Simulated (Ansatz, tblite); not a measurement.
# In6Sb6 wurtzite hole sphere (In₆Sb₆H₁₈): which spin state is lowest

Aim: set other spin states of In6Sb6 wurtzite hole sphere (In₆Sb₆H₁₈) against its singlet, on many levels of theory.

Method: as each input shows; program: Ansatz 0.2.0, Gaussian basis.

Plan: triplet, at the geometry of the singlet (GFN1-xTB, GFN2-xTB, PBE0-D4/def2-TZVP, PBE-D4/def2-TZVP); the singlet's energies come from earlier runs.

1 further run of the same task is left out (set aside as unsound or not needed).

## 1. The structure

The singlet was relaxed beforehand with PBE-D4/def2-SVP.

30 atoms, charge 0, spin multiplicity 1.

Bond lengths: Sb1–In2 2.913 Å, Sb1–In7 2.913 Å, Sb1–H13 1.716 Å, Sb1–H14 1.725 Å, In2–Sb4 2.812 Å, In2–Sb5 2.913 Å, In2–H15 1.740 Å, In3–Sb4 2.903 Å, In3–Sb8 2.903 Å, In3–H16 1.750 Å, In3–H17 1.736 Å, Sb4–In6 2.903 Å, Sb4–H18 1.724 Å, Sb5–In10 2.913 Å, Sb5–H19 1.725 Å, Sb5–H20 1.716 Å, In6–Sb12 2.903 Å, In6–H21 1.751 Å and more. Angles: In2–Sb1–In7 125.2°, In2–Sb1–H13 109.3°, In2–Sb1–H14 106.8°, In7–Sb1–H13 109.3°, In7–Sb1–H14 106.8°, H13–Sb1–H14 95.4°, Sb1–In2–Sb4 102.6°, Sb1–In2–Sb5 92.4°, Sb1–In2–H15 111.5°, Sb4–In2–Sb5 102.6°, Sb4–In2–H15 129.6°, Sb5–In2–H15 111.5°, Sb4–In3–Sb8 96.2°, Sb4–In3–H16 104.1°, Sb4–In3–H17 109.4°, Sb8–In3–H16 104.1°, Sb8–In3–H17 109.5°, H16–In3–H17 128.6° and more.

In, Sb take a core potential in the def2 sets. No spin-orbit coupling is included.

## 2. Triplet at the fixed geometry, GFN1-xTB

Tight binding, by tblite at 300 K electronic temperature and without a spin-polarisation term:

```python
tblite.interface.Calculator('GFN1-xTB', numbers, positions, charge=0, uhf=2).singlepoint()
```

Energy -926.4262 eV; 0.14 s.

## 3. Triplet at the fixed geometry, GFN2-xTB

Tight binding, by tblite at 300 K electronic temperature and without a spin-polarisation term:

```python
tblite.interface.Calculator('GFN2-xTB', numbers, positions, charge=0, uhf=2).singlepoint()
```

Energy -806.6571 eV; 0.21 s.

## 4. Triplet at the fixed geometry, PBE0-D4/def2-TZVP

in.yaml reads:

```yaml
crystal:
  periodic: [false, false, false]
  atoms:
    - {symbol: Sb, position_ang: [-0.004600, -2.430715, -2.076873]}
    - {symbol: In, position_ang: [-2.588771, -1.493293, -1.112727]}
    - {symbol: In, position_ang: [0.003284, -3.077764, 2.295201]}
    - {symbol: Sb, position_ang: [-2.159137, -1.248842, 1.655762]}
    - {symbol: Sb, position_ang: [-2.105008, 1.213651, -2.074150]}
    - {symbol: In, position_ang: [-2.663801, 1.539085, 2.288576]}
    - {symbol: In, position_ang: [2.582761, -1.493222, -1.122214]}
    - {symbol: Sb, position_ang: [2.163364, -1.249107, 1.648005]}
    - {symbol: Sb, position_ang: [2.099075, 1.214528, -2.080434]}
    - {symbol: In, position_ang: [-0.001956, 2.987102, -1.115453]}
    - {symbol: In, position_ang: [2.669753, 1.537401, 2.285691]}
    - {symbol: Sb, position_ang: [0.002858, 2.495458, 1.653448]}
    - {symbol: H, position_ang: [-0.004520, -4.146328, -2.120799]}
    - {symbol: H, position_ang: [-0.008069, -2.225633, -3.789364]}
    - {symbol: H, position_ang: [-3.901666, -2.248578, -1.969246]}
    - {symbol: H, position_ang: [0.000592, -4.221872, 0.970559]}
    - {symbol: H, position_ang: [0.005759, -3.395848, 4.002109]}
    - {symbol: H, position_ang: [-3.581540, -2.069431, 2.180118]}
    - {symbol: H, position_ang: [-1.912078, 1.101491, -3.784332]}
    - {symbol: H, position_ang: [-3.590188, 2.070649, -2.138219]}
    - {symbol: H, position_ang: [-3.645781, 2.105950, 0.954356]}
    - {symbol: H, position_ang: [-2.951760, 1.706992, 3.992590]}
    - {symbol: H, position_ang: [3.892344, -2.249657, -1.982729]}
    - {symbol: H, position_ang: [3.587389, -2.070427, 2.166656]}
    - {symbol: H, position_ang: [1.909822, 1.108043, -3.791424]}
    - {symbol: H, position_ang: [3.584953, 2.071183, -2.137353]}
    - {symbol: H, position_ang: [-0.003793, 4.500569, -1.974129]}
    - {symbol: H, position_ang: [2.955217, 1.700879, 3.990720]}
    - {symbol: H, position_ang: [3.652641, 2.107928, 0.954080]}
    - {symbol: H, position_ang: [0.003457, 4.137906, 2.176674]}
basis:
  gaussian: {orbitals: def2-TZVP, fitting: {mean_field: def2-universal-jkfit}}
magnetization: {spin_polarized: true, initial_magnetization: 2}
hamiltonian: {xc: pbe0, dispersion: d4}
scf: {omitted_lower_state_checks: [starts]}
output: {orbitals: {seedname: orbitals}}
```

Started as:

```console
ansatz run in.yaml --threads 2 --pin off --events-out ev --progress --plain --max-ram 32768MiB --backend cuda --devices 0, --max-vram 18GiB
```

The program printed:

```text
Functional definition: PBE0
  name "PBE0"
  cite "Adamo & Barone, J. Chem. Phys. 110, 6158 (1999) doi:10.1063/1.478522"
  cite "Perdew, Burke & Ernzerhof, Phys. Rev. Lett. 77, 3865 (1996) doi:10.1103/PhysRevLett.77.3865"
  parent pbe
  parameter a = 0.25
  parameter kappa = 0.804
  parameter beta = 0.06672455060314922
  exchange = (1 - a)*pbe_x(kappa = kappa, mu = beta*pi^2/3) + a*exact_x
  correlation = pbe_c(beta = beta)
these checks for a lower state are left out or cut short: starts
2940 factors; integrals over basis functions are off by at most 6.9e-1 eV
mean field evaluation 1: about -70562.3286 eV, gradient 2.2e1 eV
mean field evaluation 2: about -70562.2585 eV, gradient 2.3e1 eV
mean field evaluation 4: about -70564.9439 eV, gradient 3.2e0 eV
mean field evaluation 8: about -70565.0144 eV, gradient 4.4e-1 eV
mean field evaluation 16: about -70565.0475 eV, gradient 8.3e-2 eV
mean field evaluation 32: about -70565.0515 eV, gradient 2.7e-4 eV
mean field -70565.05148736 eV, -2593.2178114506 hartree, gradient 4.4e-6 eV, S^2 2.007233; 0 other end points of the search recorded, 0 dependent functions left out
reference -70565.05159479 eV, -2593.2178153987 hartree; 142, 140 occupied and 566, 568 virtual orbitals, 2940 factors
Total energy: -70566.92868549 eV, -2593.2867972094 hartree
Checks for a lower state left out: starts
```

It took 40 s on 1 × H100 (card shared with other runs) with 2 threads of AMD EPYC 7R13, shared host; peak host memory 1.4 GiB.

From the report: HOMO -3.03 eV, LUMO -5.78 eV (over both spins; with the spin held, an empty level of the minority spin lies below the top filled one); ⟨S²⟩ 2.007 (pure: 2.00).

## 5. Triplet at the fixed geometry, PBE-D4/def2-TZVP

start.molden holds the orbitals of an earlier run on this state, given as this run's starting guess.

in.yaml: that of step 4 with these lines changed.

```diff
@@ -34,5 +34,5 @@
 basis:
-  gaussian: {orbitals: def2-TZVP, fitting: {mean_field: def2-universal-jkfit}}
+  gaussian: {orbitals: def2-TZVP, fitting: {mean_field: def2-universal-jkfit}, initial_orbitals: start.molden}
 magnetization: {spin_polarized: true, initial_magnetization: 2}
-hamiltonian: {xc: pbe0, dispersion: d4}
+hamiltonian: {xc: pbe, dispersion: d4}
 scf: {omitted_lower_state_checks: [starts]}
```

Launched as before.

The program printed:

```text
Functional definition: PBE
  name "PBE"
  cite "Perdew, Burke & Ernzerhof, Phys. Rev. Lett. 77, 3865 (1996) doi:10.1103/PhysRevLett.77.3865"
  parent pbe
  parameter kappa = 0.804
  parameter beta = 0.06672455060314922
  exchange = pbe_x(kappa = kappa, mu = beta*pi^2/3)
  correlation = pbe_c(beta = beta)
these checks for a lower state are left out or cut short: starts
2940 factors; integrals over basis functions are off by at most 6.9e-1 eV
mean field evaluation 1: about -70562.5476 eV, gradient 1.0e1 eV
mean field evaluation 2: about -70563.0448 eV, gradient 5.6e-1 eV
mean field evaluation 4: about -70563.0778 eV, gradient 3.3e-1 eV
mean field evaluation 8: about -70563.0792 eV, gradient 9.9e-4 eV
mean field evaluation 16: about -70563.0792 eV, gradient 5.5e-6 eV
mean field -70563.07923419 eV, -2593.1453324834 hartree, gradient 5.5e-6 eV, S^2 2.002481; 0 other end points of the search recorded, 0 dependent functions left out
reference -70563.07937772 eV, -2593.1453377582 hartree; 142, 140 occupied and 566, 568 virtual orbitals, 2940 factors
Total energy: -70565.12041466 eV, -2593.2203444823 hartree
Checks for a lower state left out: starts
```

Wall time 26 s (1 × H100 (card shared with other runs) with 2 threads of AMD EPYC 7R13, shared host); peak host memory 1.4 GiB.

From the report: HOMO -2.75 eV, LUMO -5.92 eV (over both spins; with the spin held, an empty level of the minority spin lies below the top filled one); ⟨S²⟩ 2.002 (pure: 2.00).

## 6. Triplet less singlet, vertical

The singlet's energies are those of its earlier runs, whose logs aren't repeated here.

```tsv
level	triplet less singlet, vertical (kcal/mol)	time
GFN1-xTB	+56.4	0.24 s
GFN2-xTB	+55.1	0.33 s
PBE-D4/def2-TZVP	+73.3	44 s
PBE0-D4/def2-TZVP	+86.9	58 s
```

Times add the two runs; a level without a time comes out of a correlated run. Tight binding without a spin term can't rank spin states.

## 7. Outcome

| quantity | value |
| --- | --- |
| triplet less singlet, vertical, functionals in def2-TZVP | +73.3 (PBE-D4) to +86.9 kcal/mol (PBE0-D4) |

**Reading.** All functionals put the triplet above the singlet, over a spread of 13.6 kcal/mol. The checks for a lower triplet were left out, so another state of that spin may lie lower. These are electronic energies, without zero-point motion, entropy or surroundings.
